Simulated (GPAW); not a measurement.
Write an ASE script for GPAW 26.7.0 that does the following.

```
Task                : single point
Functional          : PBE
Potentials or basis : GPAW PAW data sets (gpaw-data 1.2.1)
Cutoff              : 800 eV
Basis               : pw
k mesh              : 6 × 6 × 6
Occupations         : fermi-dirac, width 0.05 eV
Spin                : no spin polarisation
Hubbard terms       : Y d U = 2 eV
Maxiter             : 150
```

LiY3:

```xyz
4
Lattice="-2.3672 2.3672 5.3266 2.3672 -2.3672 5.3266 2.3672 2.3672 -5.3266" Properties=species:S:1:pos:R:3 pbc="T T T"
Y     0.0000    0.0000    5.3266
Y     2.3672    0.0000    2.6633
Y     0.0000    2.3672    2.6633
Li    0.0000    0.0000    0.0000
```

The cell comes from a database or a generator and needn't be the stable form of this composition.

One way to write it, as run:

run.py

```python
from ase import Atoms
from ase.dft.bandgap import bandgap
from ase.io import write
from ase.units import GPa
from gpaw import GPAW, PW

atoms = Atoms(['Y', 'Y', 'Y', 'Li'],
              cell=[[-2.36719, 2.36719, 5.326643],
                    [2.36719, -2.36719, 5.326643],
                    [2.36719, 2.36719, -5.326643]],
              scaled_positions=[[0.5, 0.5, 0.0],
                                [0.25, 0.75, 0.5],
                                [0.75, 0.25, 0.5],
                                [0.0, 0.0, 0.0]],
              pbc=True)

calc = GPAW(mode=PW(800),
            xc='PBE',
            kpts={'size': (6, 6, 6), 'gamma': True},
            occupations={'name': 'fermi-dirac', 'width': 0.05},
            setups={'Y': ':d,2.0'},
            nbands=34,
            convergence={'density': 1e-05, 'energy': 1e-05},
            maxiter=150,
            txt='gpaw.txt')
atoms.calc = calc
energy = atoms.get_potential_energy()
forces = atoms.get_forces()
stress = atoms.get_stress()
calc.write('gs.gpw')
write('result.traj', atoms)
print(f'Energy: {energy:.6f} eV')
print('Forces (eV/A):')
print(forces.round(4))
print('Stress (GPa):', (stress / GPa).round(3))
print('Fermi level:', round(calc.get_fermi_level(), 4), 'eV')
print(f'Gap: {bandgap(calc)[0]:.4f} eV, direct: {bandgap(calc, direct=True)[0]:.4f} eV')
```

Potentials or basis: GPAW PAW data sets (gpaw-data 1.2.1), pw.

Command:

```console
$ OMP_NUM_THREADS=1 python run.py
```

Results of the run:

- Pressure: 3.3 GPa
- Band gap on the k mesh: none (metal or under the smearing width)

Caveat: U without spin polarisation on a metal has little footing; the U is typed as a test and isn't derived for this compound.

It took 2.6 min on 1 thread of Arm Neoverse V2, on a shared host, peak memory 0.41 GiB.
